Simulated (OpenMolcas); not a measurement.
**Mo⁵⁺ among point charges: CASSCF and CASPT2 levels and susceptibility**

Aim: the splitting of the states of Mo⁵⁺ in the field of 4 point charges, its lowest levels with spin-orbit coupling and its magnetic susceptibility.

The numbers are computed with OpenMolcas 26.06 (state-averaged CASSCF and CASPT2, spin-orbit coupling by RASSI with atomic mean-field integrals), except any that are marked as measured or tabulated.

### 1 The atom as given

* Species: Mo⁵⁺ (molybdenum, Z = 42, 37 electrons)
* Basis: ANO-RCC-VDZP [6s5p3d1f], 43 functions
* Scalar Hamiltonian: DKH2, point nucleus
* Inactive shells: 1s 2s 2p 3s 3p 3d 4s 4p
* Active space: 1 electron in 5 orbitals (4d)
* Some configurations of this space: 4d
* Orbitals: optimised for each spin and parity, averaged over all roots

The outer shells:

4d
```
4d [↑ ][  ][  ][  ][  ]
```

The ion sits among 4 point charges of -2 e arranged as a tetrahedron (Td), 1.96 Å from the ion.

The work runs as a chain of OpenMolcas steps in one folder; each step below is one input file. Labels, J, g values, rates, χT and fits are worked out afterwards by a script from the matrices that RASSI stores.

### 2 Basis and integrals

a.inp

```
&GATEWAY
Coord
1

Mo 0.0 0.0 0.0
Basis=ANO-RCC-VDZP
Group=NoSym
NoMove
AngMom=0.0 0.0 0.0
AMFI
XField
4 Angstrom 0
1.131607 1.131607 1.131607 -2.000000
1.131607 -1.131607 -1.131607 -2.000000
-1.131607 1.131607 -1.131607 -2.000000
-1.131607 -1.131607 1.131607 -2.000000
&SEWARD
```

Launch:

```console
$ OMP_NUM_THREADS=1 MOLCAS_MEM=1689 MOLCAS_PROJECT=a pymolcas a.inp > a.log
```

### 3 Reference wave functions, doublets, 5 roots

a.inp

```
&RASSCF
FileOrb=start.orb
Symmetry=1
Spin=2
nActEl=1 0 0
Inactive=18
Ras2=5
CIRoot=5 5 1
SDav=5
CIMx=300
Iter=120 100
PrWF=0.3
OrbListing=Nothing
MaxOrb=0
>>> COPY $Project.JobIph JOB001
```

start.orb holds the contracted functions of the basis, ordered by shell, or the orbitals of the step before.

### 4 RASSI: spin-orbit coupling between the states

a.inp

```
&RASSI
NrOfJobIphs=1 5
1 2 3 4 5
IphNames
JOB001
EJob
SpinOrbit
DIPRint=1.0
SOCoupling=1000.0
Subsets=2
Property=9
'ANGMOM' 1 'ANGMOM' 2 'ANGMOM' 3 'MLTPL  1' 1 'MLTPL  1' 2 'MLTPL  1' 3
'AMFI' 1 'AMFI' 2 'AMFI' 3
SOProperty=3
'ANGMOM' 1 'ANGMOM' 2 'ANGMOM' 3
```

### 5 CASPT2: IPEA 0.25, imaginary shift 0.1 (closed shells correlated: 4s 4p)

a.inp

```
>>> COPY JOB001 $Project.JobIph
&CASPT2
Multistate=5 1 2 3 4 5
NoMult
Frozen=14
IPEA=0.25
Imaginary=0.1
MaxIter=60
WThr=0.0 0.3 0.05
PrWF=0.5
NoMix
```

(Steps that only read results are left out.)

Before running it: what results should come out? Wanted: spin-free ground state; first state of the same spin within the active space; lowest level; next level.

As calculated:

| quantity | value |
| --- | --- |
| method | SS-CASPT2, IPEA 0.25, imaginary shift 0.1 (closed shells correlated: 4s 4p) |
| spin-free ground state | 2E, 2-fold in its orbital part |
| first state of the same spin within the active space | 2T2 at 3820 cm⁻¹ |
| lowest level | 4-fold Γ8 |
| next level | 4146.1 cm⁻¹ |
| χT at 300 K | 0.21 cm³ K/mol |
| effective moment at 300 K | 1.30 μB |

Cost by method:

| method | time of its own steps | time with the reference |
| --- | --- | --- |
| A. CASSCF | 4.9 s | 4.9 s |
| B. SS-CASPT2, IPEA 0.25, imaginary shift 0.1, +4s 4p | 1.9 s | 6.8 s |

Times are of one thread on a shared host.

What this shows: The spin-free ground state (2E) comes to 100 % from free-ion D terms and keeps the highest spin of the shell. χT at 300 K is 0.21, against 0.38 cm³ K/mol for the spin alone, so orbital moment lowers it. A ligand-field fit to the states below 45000 cm-1 gives 10Dq = -3824 cm-1, the gap between the two states. CASPT2 does not keep the components of a term degenerate, and the means are used. An orbital doublet at a regular site is open to a Jahn-Teller distortion, which this geometry leaves out. The field of point charges can differ much from that of real complexes. This is an electrostatic model: the charges have no orbitals.
